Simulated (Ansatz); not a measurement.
# CH2O2Te: the cost of one run

Program: Ansatz 0.2.0. Level of theory: RKS BHLYP/def2-SVP. These are calculated values, not measurements.

### 1 The starting structure

Bond lengths: O1–C2 1.284 Å, C2–O3 1.365 Å, C2–Te4 2.068 Å, O3–H5 1.040 Å, Te4–H6 1.746 Å. Angles: O1–C2–O3 118.5°, O1–C2–Te4 124.3°, O3–C2–Te4 117.2°, C2–O3–H5 121.2°, C2–Te4–H6 91.9°.

Coordinates:

```xyz
6

O    -0.3060   -1.3420    0.8525
C    -0.0157   -0.4265    0.0004
O     1.2993   -0.1267   -0.2094
Te   -1.4134    0.6104   -1.1176
H     2.0537   -0.6162    0.3132
H    -1.5758    1.8370    0.1147
```

### 2 Relaxing end A

The input, input.yaml:

```yaml
crystal:
  periodic: [false, false, false]
  atoms:
    - { symbol: O, position_ang: [-0.306, -1.342, 0.8525] }
    - { symbol: C, position_ang: [-0.0157, -0.4265, 0.0004] }
    - { symbol: O, position_ang: [1.2993, -0.1267, -0.2094] }
    - { symbol: Te, position_ang: [-1.4134, 0.6104, -1.1176] }
    - { symbol: H, position_ang: [2.0537, -0.6162, 0.3132] }
    - { symbol: H, position_ang: [-1.5758, 1.837, 0.1147] }
basis:
  gaussian: { orbitals: def2-SVP }
hamiltonian:
  xc: { name: BHLYP }
relax:
  f_tol: 0.015
  max_steps: 40
```

Command:

```sh
$ ansatz run input.yaml --threads 1 --pin off --max-ram 2048MiB --backend cpu --events-out ev --progress --plain --runs-dir out
```

**Question.** How long does this run take on 1 thread of Arm Neoverse V1, shared host, and how much memory does it need?

About 59 s, with a peak of 0.16 GiB.
